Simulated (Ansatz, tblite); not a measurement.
# SnF4: one state, many levels

How do method and basis change the picture of SnF4 (singlet)?

Computed with Ansatz 0.2.0, Gaussian basis. Level: as each input shows.

The runs, in order: GFN1-xTB, GFN2-xTB, PBE-D4/def2-TZVP, r2SCAN-D4/def2-TZVP, BHLYP-D4/def2-TZVP, ωB97M-V/def2-TZVP, LC-ωPBE/def2-TZVP, BLYP-D4/def2-TZVP, ωB97X-V/def2-TZVP, B2PLYP/def2-TZVP, r2SCAN0-D4/def2-TZVP, PBE-D4/def2-SVP, PBE0-D4/def2-SVP, CCSD(T)/def2-TZVPP, MP2/def2-TZVP, RPA/def2-TZVP.

1 further run of the same task is left out (set aside as unsound or not needed).

## 1. The geometry

The geometry is that of the singlet, from an earlier relaxation (r2SCAN-D4/def2-SVP).

5 atoms, charge 0, spin multiplicity 1.

Bond lengths: Sn1–F2 1.908 Å, Sn1–F3 1.908 Å, Sn1–F4 1.908 Å, Sn1–F5 1.908 Å. Angles: F2–Sn1–F3 109.5°, F2–Sn1–F4 109.5°, F2–Sn1–F5 109.5°, F3–Sn1–F4 109.5°, F3–Sn1–F5 109.5°, F4–Sn1–F5 109.5°.

Geometry (Å):

```csv
atom,x (Å),y (Å),z (Å)
Sn1,0.0000,0.0001,0.0001
F2,0.0106,-0.0186,1.9077
F3,1.7949,0.0109,-0.6461
F4,-0.9065,1.5614,-0.6163
F5,-0.8991,-1.5538,-0.6454
```

Sn takes a core potential in the def2 sets. No spin-orbit coupling is included.

PBE0-D4/def2-TZVP was run before; its log isn't repeated, and its numbers join the tables.

## 2. GFN1-xTB

Tight binding, by tblite at 300 K electronic temperature and without a spin-polarisation term:

```python
tblite.interface.Calculator('GFN1-xTB', numbers, positions, charge=0, uhf=0).singlepoint()
```

Energy -627.3473 eV, HOMO -15.80 eV, LUMO -12.51 eV; 0.01 s.

## 3. GFN2-xTB

Tight binding, by tblite at 300 K electronic temperature and without a spin-polarisation term:

```python
tblite.interface.Calculator('GFN2-xTB', numbers, positions, charge=0, uhf=0).singlepoint()
```

Energy -573.8610 eV, HOMO -15.19 eV, LUMO -11.08 eV; 0.007 s.

## 4. PBE-D4/def2-TZVP

start.molden holds the orbitals of an earlier run on this state, given as this run's starting guess.

File in.yaml:

```yaml
crystal:
  periodic: [false, false, false]
  atoms:
    - {symbol: Sn, position_ang: [0.000004, 0.000062, 0.000077]}
    - {symbol: F, position_ang: [0.010590, -0.018553, 1.907683]}
    - {symbol: F, position_ang: [1.794946, 0.010873, -0.646084]}
    - {symbol: F, position_ang: [-0.906486, 1.561417, -0.616252]}
    - {symbol: F, position_ang: [-0.899054, -1.553808, -0.645423]}
basis:
  gaussian: {orbitals: def2-TZVP, initial_orbitals: start.molden}
hamiltonian: {xc: pbe, dispersion: d4}
scf: {omitted_lower_state_checks: [starts]}
output: {orbitals: {seedname: orbitals}}
```

Command:

```console
$ ansatz run in.yaml --threads 4 --pin off --events-out ev --progress --plain --max-ram 3916MiB
```

The runs that follow: r2SCAN-D4/def2-TZVP; BHLYP-D4/def2-TZVP; ωB97M-V/def2-TZVP; LC-ωPBE/def2-TZVP; BLYP-D4/def2-TZVP; ωB97X-V/def2-TZVP; B2PLYP/def2-TZVP; r2SCAN0-D4/def2-TZVP; PBE-D4/def2-SVP; PBE0-D4/def2-SVP; CCSD(T)/def2-TZVPP; MP2/def2-TZVP; RPA/def2-TZVP.

**Question.** What will the summary of the whole plan be? Wanted: gap in def2-TZVP, named functionals, smallest and largest; correlation energy, CCSD(T)/def2-TZVPP; correlation energy, MP2/def2-TZVP; binding an atom, CCSD(T)/def2-TZVPP; PBE0 total energy, smallest basis above largest.

As calculated:

| quantity | value |
| --- | --- |
| gap in def2-TZVP, named functionals, smallest and largest | 5.18 eV (BLYP-D4), 13.71 eV (LC-ωPBE) |
| correlation energy, CCSD(T)/def2-TZVPP | -36.49 eV |
| correlation energy, MP2/def2-TZVP | -35.83 eV |
| binding an atom, CCSD(T)/def2-TZVPP | 3.431 eV |
| PBE0 total energy, smallest basis above largest | 14.57 eV (def2-SVP, def2-TZVP) |

What this shows: Over the named functionals in def2-TZVP the gap runs from 5.18 eV (BLYP-D4) to 13.71 eV (LC-ωPBE); exact exchange widens it. The functionals in def2-TZVP miss CCSD(T)/def2-TZVPP by -0.232 (BHLYP-D4) to +0.261 eV (PBE-D4) an atom. The reference is CCSD(T) in one finite basis, so it carries an error of its own, often a tenth of an eV or more, and near misses can't be ranked.
